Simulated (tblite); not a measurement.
# Ge3H9Si: the cost of one run

Programs: tblite 0.8.0 and PySCF 2.14.0. All values are calculated, for the isolated system unless a continuum is named. Atoms count from 0, parts from 1.

## 1. Starting point

13 atoms, charge 0, multiplicity 2; geometry: distance geometry start.

## 2. Relaxing the cluster with GFN2-xTB

What the job is given:

```
{"job": {"kind": "relax", "xc": "GFN2-xTB", "basis": "xTB"}, "charge": 0, "multiplicity": 2}
Ge     0.204159    -0.066559    -1.257934
Si    -0.973070     1.840441    -0.723651
Ge     2.166725     0.025776     0.111145
Ge    -1.135282    -1.886580    -0.405834
H     -2.053712     2.053132    -1.676246
H     -0.037680     2.954034    -0.618043
H     -1.509148     1.525614     0.633912
H      3.249017    -0.976516    -0.327704
H      2.631739     1.494083     0.086844
H      1.662089    -0.249971     1.563682
H     -1.445277    -1.527324     1.054629
H     -2.419326    -1.996664    -1.262588
H     -0.313450    -3.211418    -0.469929
```

Method: GFN2-xTB geometry optimisation, gas phase.

Launch:

```sh
$ OMP_NUM_THREADS=1 python cluster_run.py task.json out
```

This one command runs all jobs of the session in turn.

**Question.** How long does this first job take on 1 thread of Arm Neoverse V1, shared host?

About 1.1 s.
